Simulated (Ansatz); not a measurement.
AlCo, space group Pm-3m, a fixed-spin-moment curve

Program: Ansatz 0.2.0, Python API.

The cells in order, each with its output:

```python
import ansatz as az
import pandas as pd

cell = (
    az.Lattice.of((2.81940321, 0.0, 0.0), (0.0, 2.81940321, 0.0), (0.0, 0.0, 2.81940321))
    .atom("Al", (0.0, 0.0, 0.0))
    .atom("Co", (0.5, 0.5, 0.5))
)

len(cell.resolved().sites)
```

    2

```python
setup = (
    cell.calculation()
    .functional("PBEsol")
    .basis(320)
    .kpoints(8)
    .occupations(az.OccupationsMethod.METHFESSEL_PAXTON, width=0.2)
    .eigensolver("davidson")
    .scf(tolerance=1e-07)
)
rows = []
for total in [0.0, 0.6, 1.2, 1.8, 2.4, 3.0]:
    data = setup.spin("collinear", total=total, lock="hard").run(threads=1, pin="off").report
    up, down = data["spin_fermi_energies_ev"]
    rows.append((total, data["free_energy_ev"], up - down, data["absolute_magnetization_mub"]))
reference = rows[0][1]
rows = [(m, 1000 * (e - reference), split, size) for m, e, split, size in rows]
print(pd.DataFrame(rows, columns=["total muB", "F - F(0) meV", "EF up - down eV", "absolute muB"]).round(4).to_string(index=False))
best = min(rows, key=lambda row: row[1])
print(f"lowest at {best[0]} muB per cell, {best[1]:.1f} meV against the first point")
```

    DeckWarning: basis.ecutwfc = 320 eV is below the records' recommended 420 eV, and the density's cutoff is lower with it unless basis.ecutrho_ratio is high enough to keep the records' density cutoff: compare with a run at a higher cutoff
    RunWarning: this spin-polarised run has no starting moment large enough to seed its density, and nothing else in its deck makes the two spin channels differ, so an SCF from that start keeps the magnetisation at zero until it first converges, unless a state [...]
    DeckWarning: where an SCF of this run starts from atoms to list the orders of its open shells, Al (site 0, from 0) starts with 1.00 μB on its 3p shell, in the place of the 1.20 μB that the deck gives it: its open shells can hold no more by Hund's first rule. [...]
     total muB  F - F(0) meV  EF up - down eV  absolute muB
           0.0        0.0000           0.0000        0.0000
           0.6      130.7300           0.7694        0.6482
           1.2      398.1645           1.2211        1.2051
           1.8      974.0000           2.4598        1.8000
           2.4     1962.5076           3.7928        2.4000
           3.0     3230.3139           4.6110        3.0000
    lowest at 0.0 muB per cell, 0.0 meV against the first point

The lowest point lies at 0 μB a cell, the first of the scan; at 3 μB the energy is 3230 meV above the lowest.

Caveats:
- The settings weren't tested for convergence.
- The cutoff lies under the one recommended for these potentials.
- The mesh is modest for a metal, so energies can be off by several to tens of meV an atom and pressures by half a GPa or more; differences at equal mesh fare better.
- The structure comes from a database of computed cells and needn't be a stable or known phase.
- Warnings are shown shortened and without file and line.
- Only points where the Fermi levels of the two spins meet (minima, maxima and zero moment) are free solutions; a shallow minimum can lie between the points.
- Wall time of the script: 12 s on 1 thread of Arm Neoverse V2 (shared host), peak memory 0.38 GiB.

(Lines on the test bed's own set-up are left out of the output.)
